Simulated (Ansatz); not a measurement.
**CH₅BO₂: basis-set convergence**

Aim: see how fast density functionals and correlated methods converge with the basis set for CH₅BO₂.

Computed with Ansatz 0.2.0, Gaussian basis. Level: one geometry, several basis sets.

Levels to be run: PBE0-D4/def2-SVP; ωB97M-V/def2-SVP; PBE0-D4/def2-QZVPP; ωB97M-V/def2-QZVPP; CCSD(T)/cc-pV(D+d)Z; CCSD(T)/cc-pV(T+d)Z; CCSD(T)/cc-pV(Q+d)Z; the functionals' def2-TZVPP values are taken from earlier runs.

## (1) The relaxed structure

The geometry comes from an earlier relaxation with PBE0-D4 in a triple-zeta def2 set; it is a stationary point, not always the lowest conformer.

9 atoms, charge 0, spin multiplicity 1.

Atoms are counted from 1 here; the program's logs count them from 0.

Bond lengths: C1–B2 1.566 Å, C1–H5 1.091 Å, C1–H6 1.096 Å, C1–H7 1.091 Å, B2–O3 1.370 Å, B2–O4 1.370 Å, O3–H8 0.960 Å, O4–H9 0.960 Å. Angles: B2–C1–H5 111.9°, B2–C1–H6 109.3°, B2–C1–H7 112.0°, H5–C1–H6 106.9°, H5–C1–H7 109.4°, H6–C1–H7 107.0°, C1–B2–O3 118.5°, C1–B2–O4 118.5°, O3–B2–O4 123.0°, B2–O3–H8 115.6°, B2–O4–H9 115.6°.

## (2) PBE0-D4 in def2-SVP

Contents of in.yaml:

```yaml
crystal:
  periodic: [false, false, false]
  atoms:
    - {symbol: C, position_ang: [0.644848, 0.516614, -0.933557]}
    - {symbol: B, position_ang: [-0.143017, -0.160465, 0.237857]}
    - {symbol: O, position_ang: [-1.308036, -0.820043, -0.053907]}
    - {symbol: O, position_ang: [0.353287, -0.048998, 1.510091]}
    - {symbol: H, position_ang: [0.494438, -0.004060, -1.880569]}
    - {symbol: H, position_ang: [0.280879, 1.540829, -1.071161]}
    - {symbol: H, position_ang: [1.713162, 0.583462, -0.722328]}
    - {symbol: H, position_ang: [-1.771076, -1.196905, 0.697412]}
    - {symbol: H, position_ang: [-0.176087, -0.456635, 2.198964]}
basis:
  gaussian: {orbitals: def2-SVP}
hamiltonian: {xc: pbe0, dispersion: d4}
output: {orbitals: {seedname: orbitals}}
```

On the command line:

```
$ ansatz run in.yaml --threads 2 --pin off --events-out ev --progress --plain --max-ram 32768MiB --backend cpu
```

After this run come: ωB97M-V in def2-SVP; PBE0-D4 in def2-QZVPP; ωB97M-V in def2-QZVPP; CCSD(T) in cc-pV(D+d)Z; CCSD(T) in cc-pV(T+d)Z; CCSD(T) in cc-pV(Q+d)Z.

Before running them: what should the planned runs give, taken together? Wanted: MP2 correlation recovered, cc-pV(D+d)Z; MP2 correlation recovered, cc-pV(T+d)Z; MP2 correlation recovered, cc-pV(Q+d)Z; CCSD(T) limit from def2 sets; PBE0-D4: double and triple zeta above quadruple; ωB97M-V: double and triple zeta above quadruple.

As calculated:

```
                                                                 quantity          value
                                   MP2 correlation recovered, cc-pV(D+d)Z         70.3 %
                                   MP2 correlation recovered, cc-pV(T+d)Z         88.8 %
                                   MP2 correlation recovered, cc-pV(Q+d)Z         95.3 %
CCSD(T) limit from def2 sets (earlier runs) less the limit of this series          8 meV
                          PBE0-D4: double and triple zeta above quadruple  7.30, 0.35 eV
                          ωB97M-V: double and triple zeta above quadruple  7.50, 0.33 eV
```

For PBE0-D4 the step from double to triple zeta gains 6.95 eV and the next only 0.35 eV. Correlation climbs from 70 % (cc-pV(D+d)Z) to 95 % (cc-pV(Q+d)Z) of the limit; Hartree-Fock is 0.134 eV from its own by then. A limit from the def2 sets, made apart, differs by 8 meV, a least measure of the doubt on such a limit. Total energies overstate the basis error of differences, where much of it tends to cancel. The LUMO of ωB97M-V is positive and keeps falling with the basis (2.71 to 1.02 eV): an unbound level that the basis holds in place.
